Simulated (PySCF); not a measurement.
# BiBr: bond curves at several levels of theory

One job finds the state of BiBr, follows it along the bond with each method and fits the curves.

The runs use PySCF 2.14.0; Bi def2-TZVPP with ECP60, Br def2-TZVPP, scalar-relativistic core potentials.

## (1) Input

The job is set up so:

```
atoms                         : Bi, Br
charge                        : 0
basis                         : Bi def2-TZVPP with ECP60, Br def2-TZVPP
Hamiltonian                   : scalar-relativistic core potentials
basis functions               : 98
electrons treated             : 58
masses in u                   : 208.9804, 78.9183
levels                        : PBE0, PBE, r²SCAN, BLYP, M06-L, B3LYP, B97-3, ωB97M-V, HF, MP2, SCS-MP2, CCSD, CCSD(T)
grid                          : 80 radial by 434 angular points
occupations                   : held fixed by the projection of orbital angular momentum
dissociation limit            : Bi + Br, each in its ground configuration
starting distance in angstrom : 2.575
values of 2S to try           : 0, 2, 4
```

Launch:

```console
> OMP_NUM_THREADS=2 python dia.py task.json out
```

Further steps of the session: PBE0 along the bond; Excited determinants; PBE (GGA); r²SCAN; BLYP; M06-L (meta-GGA); B3LYP; B97-3; ωB97M-V (range-separated hybrid); UHF (mean field); MP2 and coupled cluster.

Q: Predict the outcome of this session. Wanted: for each run, Re; ωe; De; μ.

As calculated:

Lowest PBE0 solution found, without spin–orbit coupling: ³Σ⁻ (triplet), unpaired electrons π ↑↑. State 2 has its PBE0 minimum 0.30 eV higher, as a spin-mixed determinant (⟨S²⟩ = 1.01), so this is no gap between pure states. State 3 has its PBE0 minimum 1.12 eV higher. The other levels ran on the lowest alone.

```tsv
level	Re (Å)	ωe (cm⁻¹)	De (eV)	μ (D)
UHF	2.612	221.2	1.34	-3.57
UHF-MP2	2.575	231.6	2.54	n/a
UHF-SCS-MP2	2.590	227.4	2.46	n/a
UHF-CCSD	2.590	226.8	2.33	n/a
UHF-CCSD(T)	2.592	225.3	2.47	n/a
PBE	2.602	219.3	2.96	-2.54
BLYP	2.637	208.9	2.86	-2.63
r²SCAN	2.588	225.2	2.81	-2.71
M06-L	2.607	217.1	2.97	-2.65
B3LYP	2.610	218.2	2.75	-2.83
PBE0	2.580	227.9	2.76	-2.78
B97-3	2.598	222.9	2.79	-2.89
ωB97M-V	2.576	231.3	2.67	-2.95
```

De is counted to Bi + Br in their ground configurations. A positive dipole means Bi(−)Br(+).

Differences from CCSD(T) in the same basis:

```tsv
level	Re (mÅ)	ωe (%)
UHF	+20	-1.8
UHF-MP2	-17	+2.8
UHF-SCS-MP2	-3	+0.9
UHF-CCSD	-2	+0.7
PBE	+9	-2.7
BLYP	+44	-7.3
r²SCAN	-4	-0.1
M06-L	+14	-3.6
B3LYP	+18	-3.1
PBE0	-13	+1.1
B97-3	+5	-1.1
ωB97M-V	-16	+2.7
```

**Reading.** Against CCSD(T) in the same basis, the bond length is nearest at UHF-CCSD (-2 mÅ) and farthest at BLYP (+44 mÅ); the wavenumber is nearest at r²SCAN (-0.1 %) and farthest at BLYP (-7.3 %). Of the levels with a De here, UHF gives the least (1.34 eV) and M06-L the most (2.97 eV).

Correlated steps freeze 13 core orbitals. These are scalar-relativistic numbers at best; spin–orbit coupling would shift them, the dissociation energy most. With spin–orbit coupling the term label itself may not hold.
